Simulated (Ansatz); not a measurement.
In2Bi (distorted cell), a check of forces and pressure against finite differences

Program: Ansatz 0.2.0, Python API.

Run as a notebook:

In [1]:
```python
import warnings

import ansatz as az
import numpy as np
```

In [2]:
```python
params = {
    'occupations': 'Marzari-Vanderbilt',
    'smearing_width': 0.05,
    'cutoff_ev': 540,
    'mesh': (4, 4, 6),
    'tolerance': 1e-09,
}

VECTORS = np.array([
    [5.48217, 0.0, 0.0],
    [-2.74108, 4.7477, 0.0],
    [0.0, 0.0, 3.35392],
])
SITES = [
    ('In', [0.00129, 0.00439, 0.5025]),
    ('In', [0.34372, 0.67051, 0.00271]),
    ('Bi', [0.6645, 0.33913, 0.50763]),
]
```

In [3]:
```python
def crystal_on(cell):
    crystal = az.Crystal(lattice=az.Lattice.of(cell))
    for symbol, position in SITES:
        crystal = crystal.atom(symbol, position)
    return crystal
```

In [4]:
```python
warnings.simplefilter('ignore', az.DeckWarning)
```

In [5]:
```python
def solve(crystal):
    return (
        crystal.calculation()
        .functional(az.Functional.PBESOL)
        .occupations(params['occupations'], width=params['smearing_width'])
        .basis(params['cutoff_ev'], xc_grid=2)
        .kpoints(*params['mesh'])
        .scf(tolerance=params['tolerance'])
        .forces()
        .stress()
        .run(threads=1)
    ).report


centre = solve(crystal_on(VECTORS))
start = crystal_on(VECTORS)
# move one atom both ways along a Cartesian axis
print(f'force on atom 2 along z: analytic {centre["forces_ev_ang"][2][2]:.4f} eV/A')
for h in (0.005, 0.02):
    shift = np.eye(3)[2] * h @ np.linalg.inv(VECTORS)
    plus, minus = (solve(start.move(2, to=np.array(SITES[2][1]) + sign * shift))['lagrangian_ev'] for sign in (1, -1))
    print(f'  step {h} A: numerical {-(plus - minus) / (2 * h):.4f} eV/A')
# P = -dF/dV; the difference feels the change of the plane-wave count with the cell
volume = abs(np.linalg.det(VECTORS))
larger, smaller = (solve(crystal_on(VECTORS * (1 + sign * 0.005) ** (1 / 3)))['lagrangian_ev'] for sign in (1, -1))
numerical = -(larger - smaller) / (0.01 * volume) * 160.21766
print(f'pressure: analytic {np.trace(centre["stress_gpa"]) / 3:.3f}, numerical {numerical:.3f} GPa')
```
```text
force on atom 2 along z: analytic 0.0091 eV/A
  step 0.005 A: numerical 0.0091 eV/A
  step 0.02 A: numerical 0.0089 eV/A
pressure: analytic -1.311, numerical -1.310 GPa
```

What to keep in mind:
- For a metal this k-point mesh is coarse: on a finer one energies can move by several to tens of meV an atom and pressures by half a GPa or more, differences at one mesh by less.
- The program warned that this SCF threshold is loose for forces or stresses.
- Pressure is positive in compression.
- Spin-orbit coupling, which matters for elements this heavy, is left out.
- The cell is a database structure, distorted on purpose.
- The central difference errs as the square of the step, so the shorter step is the fairer test; what remains comes from the finite grid and the SCF threshold.
- The script silences the warnings on its input, which a real study should read.
- Hardware and time: 99 s on 1 thread of Arm Neoverse V2, with other jobs on the host, peak memory 0.5 GiB.
